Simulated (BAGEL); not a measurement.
# BGePH5 (SMILES [BH][PH][GeH3]) at UHF/STO-3G (density fitting with qzvpp-jkfit)

Aim: the vertical ionisation energy of BGePH5 at UHF/STO-3G (density fitting with qzvpp-jkfit), from 2 runs. 

The calculation is run with BAGEL 1.2.2.

**1. The structure to begin with**

The species is BGePH5 (8 atoms), meant as a doublet with charge 0. As SMILES, `[BH][PH][GeH3]`. The shape comes from GFN2-xTB, which is rough for such elements, and wasn't checked as a minimum. This is one conformer, not always the lowest.

Bond lengths: B1–P2 1.775 Å, P2–Ge3 2.296 Å, B1–H4 1.156 Å, P2–H5 1.400 Å, Ge3–H6 1.504 Å, Ge3–H7 1.508 Å, Ge3–H8 1.501 Å. Angles: B1–P2–Ge3 106.6°, B1–P2–H5 110.0°, Ge3–P2–H5 96.2°, P2–B1–H4 138.7°, P2–Ge3–H6 110.3°, P2–Ge3–H7 116.8°, P2–Ge3–H8 110.2°, H6–Ge3–H7 105.9°, H6–Ge3–H8 107.0°, H7–Ge3–H8 106.0°.

**2. The energy at UHF/STO-3G (density fitting with qzvpp-jkfit)**

Contents of calc.json:

```json
{ "bagel": [

{
  "title": "molecule",
  "basis": "sto-3g",
  "df_basis": "qzvpp-jkfit",
  "angstrom": true,
  "geometry": [
    { "atom": "B", "xyz": [      -1.184220,       0.318540,      -1.662470 ] },
    { "atom": "P", "xyz": [      -0.231050,       1.114170,      -0.393720 ] },
    { "atom": "Ge", "xyz": [       0.333610,      -0.515640,       1.121660 ] },
    { "atom": "H", "xyz": [      -1.387870,       0.431820,      -2.794570 ] },
    { "atom": "H", "xyz": [       1.069980,       1.354240,      -0.851000 ] },
    { "atom": "H", "xyz": [       1.405770,      -0.016940,       2.050550 ] },
    { "atom": "H", "xyz": [       0.846320,      -1.817220,       0.559260 ] },
    { "atom": "H", "xyz": [      -0.852540,      -0.868970,       1.970290 ] }
  ]
},

{
  "title": "uhf",
  "nopen": 1
},

{
  "title": "print",
  "file": "orbitals.molden",
  "orbitals": true
}

]}
```

Run with:

```console
$ BAGEL_NUM_THREADS=1 BAGEL calc.json > calc.out
```

The program printed:

```text
* using 1 threads per process

  ===============================================================
  ===============================================================

  *** Geometry ***

  { "atom" : "B", "xyz" : [     -2.237851,      0.601953,     -3.141613 ] },
  { "atom" : "P", "xyz" : [     -0.436621,      2.105476,     -0.744023 ] },
  { "atom" : "Ge", "xyz" : [      0.630432,     -0.974418,      2.119630 ] },
  { "atom" : "H", "xyz" : [     -2.622694,      0.816022,     -5.280972 ] },
  { "atom" : "H", "xyz" : [      2.021969,      2.559143,     -1.608157 ] },
  { "atom" : "H", "xyz" : [      2.656520,     -0.032012,      3.874978 ] },
  { "atom" : "H", "xyz" : [      1.599313,     -3.434048,      1.056848 ] },
  { "atom" : "H", "xyz" : [     -1.611067,     -1.642115,      3.723308 ] },

  Number of auxiliary basis functions:      559

  Since a DF basis is specified, we compute 2- and 3-index integrals:
    o Being stored without compression. Storage requirement is 0.006 GB

  Number of basis functions:       37
  Number of electrons      :       57

    * METHOD: MOLECULE                             0.27

  *** Open-shell HF ***

  === Nuclear Repulsion ===
   225.3676735876

      * DIIS with orbital gradients will be used.

  === UHF iteration (sto-3g) ===
      0      -2415.84337067          0.01130284           0.10
      1      -2415.87939515          0.00421547           0.10
      2      -2415.88491418          0.00175132           0.10
      3      -2415.88631565          0.00021944           0.10
      4      -2415.88642304          0.00005540           0.10
      5      -2415.88644858          0.00003528           0.10
      6      -2415.88645780          0.00002767           0.10
      7      -2415.88646211          0.00001929           0.10
      8      -2415.88646218          0.00001012           0.10
      9      -2415.88646269          0.00000579           0.10
     10      -2415.88646307          0.00000244           0.10
     11      -2415.88646313          0.00000081           0.10
     12      -2415.88646313          0.00000019           0.10
     13      -2415.88646313          0.00000007           0.10
     14      -2415.88646313          0.00000004           0.10
     15      -2415.88646313          0.00000002           0.10
     16      -2415.88646313          0.00000001           0.10
     17      -2415.88646313          0.00000001           0.10
    * SCF iteration converged.

    * S^2 (UHF) is 0.7594

    * Permanent dipole moment:
           (   -0.234931,     0.061119,     0.037755) a.u.

    * METHOD: UHF                                  1.92

    * METHOD: PRINT                                0.00

  ===============================================================
```

Run time: 2.4 s. Hardware: 1 thread of Arm Neoverse V2, shared host; peak memory 0.084 GiB.

**3. The singlet cation**

Contents of job.json:

```json
{ "bagel": [

{
  "title": "molecule",
  "basis": "sto-3g",
  "df_basis": "qzvpp-jkfit",
  "angstrom": true,
  "geometry": [
    { "atom": "B", "xyz": [      -1.184220,       0.318540,      -1.662470 ] },
    { "atom": "P", "xyz": [      -0.231050,       1.114170,      -0.393720 ] },
    { "atom": "Ge", "xyz": [       0.333610,      -0.515640,       1.121660 ] },
    { "atom": "H", "xyz": [      -1.387870,       0.431820,      -2.794570 ] },
    { "atom": "H", "xyz": [       1.069980,       1.354240,      -0.851000 ] },
    { "atom": "H", "xyz": [       1.405770,      -0.016940,       2.050550 ] },
    { "atom": "H", "xyz": [       0.846320,      -1.817220,       0.559260 ] },
    { "atom": "H", "xyz": [      -0.852540,      -0.868970,       1.970290 ] }
  ]
},

{
  "title": "hf",
  "charge": 1
},

{
  "title": "print",
  "file": "orbitals.molden",
  "orbitals": true
}

]}
```

Run with:

```console
$ BAGEL_NUM_THREADS=1 BAGEL job.json > job.out
```

The program printed:

```text
* using 1 threads per process

  ===============================================================
  ===============================================================

  *** Geometry ***

  { "atom" : "B", "xyz" : [     -2.237851,      0.601953,     -3.141613 ] },
  { "atom" : "P", "xyz" : [     -0.436621,      2.105476,     -0.744023 ] },
  { "atom" : "Ge", "xyz" : [      0.630432,     -0.974418,      2.119630 ] },
  { "atom" : "H", "xyz" : [     -2.622694,      0.816022,     -5.280972 ] },
  { "atom" : "H", "xyz" : [      2.021969,      2.559143,     -1.608157 ] },
  { "atom" : "H", "xyz" : [      2.656520,     -0.032012,      3.874978 ] },
  { "atom" : "H", "xyz" : [      1.599313,     -3.434048,      1.056848 ] },
  { "atom" : "H", "xyz" : [     -1.611067,     -1.642115,      3.723308 ] },

  Number of auxiliary basis functions:      559

  Since a DF basis is specified, we compute 2- and 3-index integrals:
    o Being stored without compression. Storage requirement is 0.006 GB

  Number of basis functions:       37
  Number of electrons      :       57

    * METHOD: MOLECULE                             0.27

  *** RHF ***

  === Nuclear Repulsion ===
   225.3676735876

      * DIIS with orbital gradients will be used.

  === RHF iteration (sto-3g) ===
      0      -2415.62217992          0.00960894           0.05
      1      -2415.68340011          0.00339852           0.05
      2      -2415.68919857          0.00103651           0.05
      3      -2415.69002650          0.00028010           0.05
      4      -2415.69009497          0.00009756           0.05
      5      -2415.69010800          0.00003015           0.05
      6      -2415.69010939          0.00000975           0.05
      7      -2415.69010955          0.00000397           0.05
      8      -2415.69010957          0.00000133           0.05
      9      -2415.69010958          0.00000026           0.05
     10      -2415.69010958          0.00000007           0.05
     11      -2415.69010958          0.00000003           0.05
     12      -2415.69010958          0.00000001           0.05
    * SCF iteration converged.

    * Permanent dipole moment:
           (    1.096714,    -0.527127,     2.354859) a.u.

    * METHOD: HF                                   0.77

    * METHOD: PRINT                                0.00

  ===============================================================
```

Run time: 1.2 s. Hardware: 1 thread of Arm Neoverse V2, shared host; peak memory 0.084 GiB.

**4. What came out**

Level: UHF/STO-3G (density fitting with qzvpp-jkfit).

| quantity | value |
| --- | --- |
| doublet BGePH5: total energy | -2415.88646 Eh |
| doublet BGePH5: dipole moment | 0.62 D |
| doublet BGePH5: ⟨S²⟩ | 0.759 |
| singlet cation: total energy | -2415.69011 Eh |
| singlet cation: HOMO energy | -14.23 eV |
| singlet cation: LUMO energy | -3.43 eV |
| singlet cation: HOMO–LUMO gap | 10.80 eV |
| vertical ionisation energy (to the singlet cation) | 5.343 eV |

**Reading.** Removing an electron at fixed nuclei costs 5.34 eV (516 kJ/mol). In a minimal basis such a difference can be off by several eV, whatever the method.
